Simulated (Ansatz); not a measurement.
Write a Python script for the Python package of Ansatz (0.2.0) that makes a comparison of dispersion corrections of C2H7FOSi, SMILES C[SiH2]C(O)F. Use (for the species named): revPBE, def2-SVP basis, multiplicity 1, D3BJ dispersion.

```yaml
atoms:
  - { symbol: C, position_ang: [-1.2960, -0.5468, -0.9370] }
  - { symbol: Si, position_ang: [-0.1389, -0.8389, 0.4151] }
  - { symbol: C, position_ang: [0.9804, 0.6067, 0.6763] }
  - { symbol: O, position_ang: [1.8660, 1.0674, -0.4135] }
  - { symbol: F, position_ang: [0.2762, 1.6859, 1.0266] }
  - { symbol: H, position_ang: [-0.8280, -0.2992, -1.8965] }
  - { symbol: H, position_ang: [-1.9885, -1.3515, -1.0915] }
  - { symbol: H, position_ang: [-1.9208, 0.3917, -0.7298] }
  - { symbol: H, position_ang: [0.6381, -2.0527, 0.1320] }
  - { symbol: H, position_ang: [-0.8874, -1.1441, 1.6866] }
  - { symbol: H, position_ang: [1.6865, 0.3958, 1.5390] }
  - { symbol: H, position_ang: [1.6893, 2.0304, -0.3732] }
```

`disp_c2h7fosi.py`:
```python
import ansatz as az

BASIS = "def2-SVP"

geometry = (
    az.Crystal.molecule()
    .atom("C", (-1.296, -0.5468, -0.937))
    .atom("Si", (-0.1389, -0.8389, 0.4151))
    .atom("C", (0.9804, 0.6067, 0.6763))
    .atom("O", (1.866, 1.0674, -0.4135))
    .atom("F", (0.2762, 1.6859, 1.0266))
    .atom("H", (-0.828, -0.2992, -1.8965))
    .atom("H", (-1.9885, -1.3515, -1.0915))
    .atom("H", (-1.9208, 0.3917, -0.7298))
    .atom("H", (0.6381, -2.0527, 0.132))
    .atom("H", (-0.8874, -1.1441, 1.6866))
    .atom("H", (1.6865, 0.3958, 1.539))
    .atom("H", (1.6893, 2.0304, -0.3732))
)

setup = geometry.calculation().basis(gaussian=BASIS)
for name in ["revpbe", "r2scan"]:
    for correction in ("d3bj", "d4"):
        summary = setup.functional(name, dispersion=correction).run(threads=1).report
        print(f"{name:8s} {correction:5s} total {summary['free_energy_ev']:.5f} eV, of which dispersion {1000 * summary['dispersion']['energy']['ev']:.2f} meV")
```

Output of `python disp_c2h7fosi.py`:
```text
revpbe   d3bj  total -14817.78969 eV, of which dispersion -567.15 meV
revpbe   d4    total -14817.92286 eV, of which dispersion -700.32 meV
DeckWarning: the engine holds no damping parameters fitted to this dispersion correction and functional, so the run takes those fitted to r2scan beside the three-body term, which d3bj leaves out (hamiltonian.dispersion, under Limitations)
r2scan   d3bj  total -14816.95818 eV, of which dispersion -64.13 meV
r2scan   d4    total -14816.94963 eV, of which dispersion -55.58 meV
```
(Warnings from the package without file and line.)

What to keep in mind:
- Total energies depend on the basis set; only differences at equal settings carry meaning.
- The geometry is a force-field or estimated start, not a minimum of this method, and the basis set is short of its limit. D4 holds the three-body term, and d3bj doesn't.
- A dispersion term here runs with damping parameters fitted for another variant or functional.
- It ran for 10 s on 1 thread of Intel(R) Xeon(R) 6975P-C (Granite Rapids) (shared host), peak memory 0.22 GiB.

(Lines on the test bed's own set-up are left out of the output.)
